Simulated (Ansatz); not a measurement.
# Mg2H2O3: the cost of one run

Method: DFT PBEsol, plane waves, PAW, scalar-relativistic, no spin polarisation, in Ansatz 0.2.0.

A COD entry behind a cell of this session may itself be a prediction, so a difference from it is no test against experiment.

### Step 1. Starting point

The cell holds 28 atoms (H8Mg8O12): a = 6.232 Å, b = 5.397 Å, c = 7.787 Å, α = 90.00°, β = 90.00°, γ = 90.00°.

Its coordinates follow in the input file.

### Step 2. Run 1

80 steps of 0.5 fs under a Langevin thermostat at 900 K.

File input.yaml:

```yaml
crystal:
  lattice:
    - [-3.11585, -5.396811, 0.0]
    - [4.673775, -2.698405, 0.0]
    - [0.0, 0.0, 7.7871]
  atoms:
    - { symbol: Mg, position: [0.5, 0.6666667, 0.8399] }
    - { symbol: Mg, position: [0.5, 0.3333333, 0.1601] }
    - { symbol: H, position: [0.5, 0.3333333, 0.5666] }
    - { symbol: H, position: [0.5, 0.6666667, 0.4334] }
    - { symbol: O, position: [0.5, 0.3333333, 0.6949] }
    - { symbol: O, position: [0.5, 0.6666667, 0.3051] }
    - { symbol: O, position: [0.75, 0.5, 0.0] }
    - { symbol: Mg, position: [0.25, 0.1666667, 0.8399] }
    - { symbol: Mg, position: [0.25, 0.8333333, 0.1601] }
    - { symbol: H, position: [0.25, 0.8333333, 0.5666] }
    - { symbol: H, position: [0.25, 0.1666667, 0.4334] }
    - { symbol: O, position: [0.25, 0.8333333, 0.6949] }
    - { symbol: O, position: [0.25, 0.1666667, 0.3051] }
    - { symbol: O, position: [0.5, 0.0, 0.0] }
    - { symbol: Mg, position: [0.0, 0.6666667, 0.8399] }
    - { symbol: Mg, position: [0.0, 0.3333333, 0.1601] }
    - { symbol: H, position: [0.0, 0.3333333, 0.5666] }
    - { symbol: H, position: [0.0, 0.6666667, 0.4334] }
    - { symbol: O, position: [0.0, 0.3333333, 0.6949] }
    - { symbol: O, position: [0.0, 0.6666667, 0.3051] }
    - { symbol: O, position: [0.25, 0.5, 0.0] }
    - { symbol: Mg, position: [0.75, 0.1666667, 0.8399] }
    - { symbol: Mg, position: [0.75, 0.8333333, 0.1601] }
    - { symbol: H, position: [0.75, 0.8333333, 0.5666] }
    - { symbol: H, position: [0.75, 0.1666667, 0.4334] }
    - { symbol: O, position: [0.75, 0.8333333, 0.6949] }
    - { symbol: O, position: [0.75, 0.1666667, 0.3051] }
    - { symbol: O, position: [0.0, 0.0, 0.0] }
basis:
  ecutwfc: 420.0
kpoints:
  mp_grid: { grid: [2, 2, 1] }
hamiltonian:
  xc: pbesol
scf:
  occupations: { method: fermi_dirac, width: 0.05 }
  lower_state_search: "off"
md:
  timestep: 0.5
  n_steps: 80
  ensemble: nvt_langevin
  temperature: 900.0
  initial_velocities: maxwell_boltzmann
  seed: 213744
  friction: 0.01
```

Started as:

```console
ansatz run input.yaml --threads 1 --pin off --max-ram 3072MiB --backend cpu --events-out ev --progress --plain --runs-dir out
```

Q: Estimate wall time and peak memory on 1 thread of Arm Neoverse V2, shared host.

About 6.4 min, with a peak of 0.56 GiB.
